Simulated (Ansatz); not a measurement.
**CH5ClInN: how energies converge with the basis set**

How large a basis does CH5ClInN need? Two functionals are run in growing sets.

Computed with Ansatz 0.2.0, Gaussian basis. Level: one geometry, several basis sets.

Levels to be run: PBE0-D4/def2-SVP; ωB97M-V/def2-SVP; PBE0-D4/def2-QZVPP; ωB97M-V/def2-QZVPP; the functionals' def2-TZVPP values are taken from earlier runs.

## Step 1: Structure used throughout

All runs share one geometry, relaxed beforehand with PBE0-D4 in a triple-zeta def2 set. In takes the def2 core potential; no spin-orbit term is included.

SMILES `[CH3][In]([NH2])[Cl]`, 9 atoms, charge 0, spin multiplicity 1.

Atoms are counted from 1 here; the program's logs count them from 0.

Bond lengths: C1–In2 2.127 Å, C1–H5 1.089 Å, C1–H6 1.090 Å, C1–H7 1.090 Å, In2–N3 2.004 Å, In2–Cl4 2.352 Å, N3–H8 1.009 Å, N3–H9 1.008 Å. Angles: In2–C1–H5 108.9°, In2–C1–H6 109.6°, In2–C1–H7 110.2°, H5–C1–H6 109.6°, H5–C1–H7 109.7°, H6–C1–H7 108.9°, C1–In2–N3 133.3°, C1–In2–Cl4 118.0°, N3–In2–Cl4 108.4°, In2–N3–H8 117.4°, In2–N3–H9 120.7°, H8–N3–H9 110.4°.

## Step 2: PBE0-D4 in def2-SVP

The input, in.yaml:

```yaml
crystal:
  periodic: [false, false, false]
  atoms:
    - {symbol: C, position_ang: [-0.198694, 1.634150, -0.609136]}
    - {symbol: In, position_ang: [-0.213608, -0.445713, -0.164624]}
    - {symbol: N, position_ang: [0.571008, -1.538818, 1.320104]}
    - {symbol: Cl, position_ang: [-1.546418, -1.851093, -1.498801]}
    - {symbol: H, position_ang: [-0.789541, 1.806960, -1.506976]}
    - {symbol: H, position_ang: [-0.629539, 2.189407, 0.224468]}
    - {symbol: H, position_ang: [0.823313, 1.977115, -0.770068]}
    - {symbol: H, position_ang: [0.582140, -2.540783, 1.203112]}
    - {symbol: H, position_ang: [1.401340, -1.231245, 1.801922]}
basis:
  gaussian: {orbitals: def2-SVP}
hamiltonian: {xc: pbe0, dispersion: d4}
output: {orbitals: {seedname: orbitals}}
```

Further steps of the session: ωB97M-V in def2-SVP; PBE0-D4 in def2-QZVPP; ωB97M-V in def2-QZVPP.

Before running them: what should the planned runs give, taken together? Wanted: PBE0-D4: double and triple zeta above quadruple; ωB97M-V: double and triple zeta above quadruple.

The runs gave:

| quantity | value |
| --- | --- |
| PBE0-D4: double and triple zeta above quadruple | 8.36, 0.58 eV |
| ωB97M-V: double and triple zeta above quadruple | 8.46, 0.56 eV |

What this shows: For PBE0-D4 the step from double to triple zeta gains 7.78 eV and the next only 0.58 eV. These are total energies; as a rule much of such shifts cancels in differences, which this series doesn't test. The LUMO of ωB97M-V is positive and keeps falling with the basis (0.97 to 0.34 eV): an unbound level that the basis holds in place.
